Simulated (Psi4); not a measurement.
# C2H2ClSi− (SMILES C#C[SiH-]Cl) at CAM-B3LYP/def2-SVPD

Aim: the vertical singlet–triplet gap of C2H2ClSi− at CAM-B3LYP/def2-SVPD, from 2 runs. 

The results are computed with Psi4 1.11.

2 further runs of the same task are left out: 2 set aside as unsound or not needed.

**1. The structure to begin with**

The species is C2H2ClSi− (6 atoms), meant as a singlet with charge -1. SMILES: `C#C[SiH-]Cl`. The coordinates come from a GFN2-xTB relaxation.

Bond lengths: C1–C2 1.207 Å, C2–Si3 1.864 Å, Si3–Cl4 2.314 Å, C1–H5 1.058 Å, Si3–H6 1.496 Å. Angles: C1–C2–Si3 165.5°, C2–Si3–Cl4 98.2°, C2–C1–H5 176.1°, C2–Si3–H6 98.2°, Cl4–Si3–H6 94.0°.

**2. Energy and gradient at CAM-B3LYP/def2-SVPD**

The input, job.in:

```
memory 1600 MB

molecule {
  -1 1
  C      0.758700     0.541450    -1.456510
  C      0.250300     0.345680    -0.379210
  Si    -0.094570     0.107390     1.437140
  Cl    -0.513450    -2.167770     1.399230
  H      1.141620     0.692060    -2.430770
  H     -1.542600     0.481190     1.430120
  units angstrom
  symmetry c1
}

set globals {
  basis                def2-SVPD
  reference            rks
  puream               true
  e_convergence        1e-09
  d_convergence        1e-08
  scf_type             pk
  dft_radial_points    99
  dft_spherical_points 590
}

energy_value, wavefunction = gradient('cam-b3lyp', return_wfn=True)
oeprop(wavefunction, 'QUADRUPOLE', 'MULLIKEN_CHARGES', 'DIPOLE')
```

Run with:

```sh
$ psi4 job.in job.out -n 1
```

job.out:

```text
[...]
  Running in c1 symmetry.
[...]
  Nuclear repulsion =  157.032059041988504
[...]
  Multiplicity = 1
[...]
  Nalpha       = 23
  Nbeta        = 23
[...]
    Number of basis functions: 107
[...]
   @RKS iter   1:  -826.59180088522123   -7.45932e-01   5.31075e-03 DIIS/ADIIS
[...]
   @RKS iter  13:  -826.80517064108426   -3.29692e-12   3.89520e-09 DIIS
[...]
  @RKS Final Energy:  -826.80517064108426
   => Energetics <=
    Nuclear Repulsion Energy =            157.0320590419885036
    One-Electron Energy =               -1461.1436375609523566
    Two-Electron Energy =                 523.2751369976308524
    DFT Exchange-Correlation Energy =     -45.9687291197513375
    Empirical Dispersion Energy =           0.0000000000000000
    VV10 Nonlocal Energy =                  0.0000000000000000
    Total Energy =                       -826.8051706410842598
[...]
  -Total Gradient:
     Atom            X                  Y                   Z
    ------   -----------------  -----------------  -----------------
       1       -0.003622297883    -0.002927188532     0.016491382666
       2        0.006708353448     0.003765261168    -0.016096697130
       3       -0.007551447206     0.008402236876    -0.014074512990
       4       -0.000382294750    -0.004981744177     0.000417285103
       5       -0.004735131614    -0.001982550610     0.010222988151
       6        0.009604141972    -0.002286297943     0.003046662949
[...]
 Multipole Moments:
 ------------------------------------------------------------------------------------
     Multipole            Electronic (a.u.)      Nuclear  (a.u.)        Total (a.u.)
 ------------------------------------------------------------------------------------
 L = 1.  Multiply by 2.5417464519 to convert [e a0] to [Debye]
 Dipole X            :         -0.0836176            0.1901972            0.1065796
 Dipole Y            :         -3.7014467            3.7592397            0.0577930
 Dipole Z            :          2.1071926           -2.9167685           -0.8095758
 Magnitude           :                                                    0.8186038
 L = 2.  Multiply by 1.3450342976 to convert [e a0^2] to [Debye ang]
 Quadrupole XX       :        -76.1669202           41.7442443          -34.4226760
 Quadrupole XY       :        -69.6150589           67.8316494           -1.7834095
[...]
  Mulliken Charges: (a.u.)
   Center  Symbol    Alpha    Beta     Spin     Total
       1     C     3.33748  3.33748  0.00000 -0.67497
       2     C     2.56493  2.56493  0.00000  0.87013
       3    SI     7.11344  7.11344  0.00000 -0.22687
       4    CL     8.83401  8.83401  0.00000 -0.66803
       5     H     0.65235  0.65235  0.00000 -0.30471
       6     H     0.49778  0.49778  0.00000  0.00444
   Total alpha = 23.00000, Total beta = 23.00000, Total charge = -1.00000
    Psi4 run time: 0:00:23.60
```

Run time: 25 s. Hardware: 1 thread of Intel Xeon Gold 6455B (Sapphire Rapids), shared host; peak memory 0.72 GiB.

**3. The triplet, same level**

The input, calc.py:

```python
import psi4

psi4.set_memory(1600000000)
psi4.set_num_threads(1)
psi4.set_output_file('run.log', False)

mol = psi4.geometry("""
-1 3
C      0.758700     0.541450    -1.456510
C      0.250300     0.345680    -0.379210
Si    -0.094570     0.107390     1.437140
Cl    -0.513450    -2.167770     1.399230
H      1.141620     0.692060    -2.430770
H     -1.542600     0.481190     1.430120
symmetry c1
""")

psi4.set_options({
    'basis': 'def2-SVPD',
    'reference': 'uks',
    'puream': True,
    'e_convergence': 1e-09,
    'd_convergence': 1e-08,
    'scf_type': 'pk',
    'dft_radial_points': 99,
    'dft_spherical_points': 590,
    'maxiter': 200,
})

E, wfn = psi4.gradient('cam-b3lyp', return_wfn=True)
print('gradient / Eh bohr^-1')
print(E.np.round(6))
print(f'energy = {wfn.energy():.10f} Eh')
```

Run with:

```sh
$ python calc.py
```

run.log, cut to the lines that bear on the results:

```text
[...]
  Running in c1 symmetry.
[...]
  Nuclear repulsion =  157.032059041988504
[...]
  Multiplicity = 3
[...]
  Nalpha       = 24
  Nbeta        = 22
[...]
    Number of basis functions: 107
[...]
   @UKS iter   1:  -826.31005107253088   -4.64183e-01   6.96732e-03 DIIS/ADIIS
[...]
   @UKS iter  20:  -826.70301001883718   -1.93268e-11   8.39908e-09 DIIS
[...]
   @S^2 Observed:                2.011645402E+00
[...]
  @UKS Final Energy:  -826.70301001883718
   => Energetics <=
    Nuclear Repulsion Energy =            157.0320590419885036
    One-Electron Energy =               -1460.7793313625729752
    Two-Electron Energy =                 522.9996726733869536
    DFT Exchange-Correlation Energy =     -45.9554103716397080
    Empirical Dispersion Energy =           0.0000000000000000
    VV10 Nonlocal Energy =                  0.0000000000000000
    Total Energy =                       -826.7030100188371762
[...]
 Multipole Moments:
 ------------------------------------------------------------------------------------
     Multipole            Electronic (a.u.)      Nuclear  (a.u.)        Total (a.u.)
 ------------------------------------------------------------------------------------
 L = 1.  Multiply by 2.5417464519 to convert [e a0] to [Debye]
 Dipole X            :          0.0981605            0.1901972            0.2883577
 Dipole Y            :         -3.7423691            3.7592397            0.0168707
 Dipole Z            :          2.6432737           -2.9167685           -0.2734947
 Magnitude           :                                                    0.3977866
[...]
  -Total Gradient:
     Atom            X                  Y                   Z
    ------   -----------------  -----------------  -----------------
       1       -0.009913147330    -0.003277543703     0.035225585091
       2       -0.001747973143     0.000585647350    -0.063436340221
       3        0.012388718473    -0.019172628300     0.039836708732
       4        0.002437618257     0.025696889058    -0.005969242232
       5       -0.003766514397    -0.001643099908     0.010238691974
       6        0.000622343200    -0.002199255515    -0.015888700941
[...]
```

The script printed:

```text
Memory set to   1.490 GiB by Python driver.
  Threads set to 1 by Python driver.
gradient / Eh bohr^-1
[[-0.009913 -0.003278  0.035226]
 [-0.001748  0.000586 -0.063436]
 [ 0.012389 -0.019173  0.039837]
 [ 0.002438  0.025697 -0.005969]
 [-0.003767 -0.001643  0.010239]
 [ 0.000622 -0.002199 -0.015889]]
energy = -826.7030100188 Eh
```

Wall time 44 s (1 thread of Intel Xeon Gold 6455B (Sapphire Rapids), shared host); peak memory 0.73 GiB.

**4. What came out**

At CAM-B3LYP/def2-SVPD:

```
                                                      quantity          value
                                         singlet: total energy  -826.80517 Eh
                                          singlet: HOMO energy       -1.95 eV
                                          singlet: LUMO energy        4.76 eV
singlet: HOMO–LUMO gap (to an unbound level, set by the basis)        6.71 eV
                             singlet: largest force on an atom     0.928 eV/Å
                                         triplet: total energy  -826.70301 Eh
                   triplet: HOMO energy (highest over α and β)        0.77 eV
                    triplet: LUMO energy (lowest over α and β)        2.08 eV
                                                 triplet: ⟨S²⟩          2.012
                             triplet: largest force on an atom     3.263 eV/Å
              vertical energy of the triplet above the singlet       2.780 eV
```

What this shows: At this shape the triplet lies 2.78 eV (64 kcal/mol) above the singlet. The largest force (singlet) is 0.93 eV/Å: the shape isn't a stationary point for this species at this level. The HOMO (triplet) lies at positive energy, 0.77 eV; only total energies tell whether the electron is bound.
